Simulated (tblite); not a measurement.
# C6H13BS2: the cost of one run

Computed with tblite 0.8.0 and PySCF 2.14.0, with density-fitted response routines of our own, on a single molecule in the gas phase. Atoms count from 0, in the outputs and in this text.

**1. The starting structure**

22 atoms, charge 0, multiplicity 1; geometry from: force field or distance geometry start.

Bonds of the start (Å): B0–C1 1.58, C1–C2 1.54, C2–S3 1.82, S3–C4 1.81, C2–C5 1.51, C5–C6 1.50, C5–S7 1.81, S7–C8 1.82, C5–C1 1.53, B0–H9 1.17, B0–H10 1.19, C1–H11 1.09, C2–H12 1.11, C4–H13 1.10, C4–H14 1.12, C4–H15 1.11, C6–H16 1.11, C6–H17 1.10, C6–H18 1.12, C8–H19 1.09, C8–H20 1.12, C8–H21 1.12.

**2. Optimising the geometry with GFN2-xTB**

What the job is given:

```
{"job": {"kind": "relax", "xc": "GFN2-xTB", "basis": "xTB"}, "charge": 0, "multiplicity": 1}
B     -0.250200    -0.245000    -1.991200
C      0.183200     0.156400    -0.520500
C      1.040000    -0.958900     0.118000
S      2.448200    -0.223700     1.000700
C      2.768400     1.398300     0.262300
C     -0.354900    -0.700400     0.631600
C     -0.388300    -0.131700     2.020500
S     -1.749200    -1.694900     0.040900
C     -2.846000    -0.497500    -0.788400
H     -0.144500     0.470000    -2.908500
H     -0.444200    -1.404000    -2.175200
H      0.431500     1.195600    -0.283100
H      1.220200    -1.872800    -0.484100
H      3.812900     1.720500     0.408900
H      2.522800     1.357700    -0.834800
H      2.110300     2.188700     0.681800
H     -1.417000    -0.008800     2.407000
H      0.216300     0.788100     2.112500
H      0.103900    -0.871500     2.710000
H     -2.779400    -0.549700    -1.879700
H     -3.904000    -0.649800    -0.446000
H     -2.590400     0.552900    -0.484000
```

The run is started by

```console
$ OMP_NUM_THREADS=1 python probes_run.py task.json out
```

One launch serves the whole session: the jobs run in the order shown.

**Question.** How long does this first job take on 1 thread of Arm Neoverse N1, shared host, and how much memory does it need?

About 3.2 s, with a peak of 0.18 GiB.
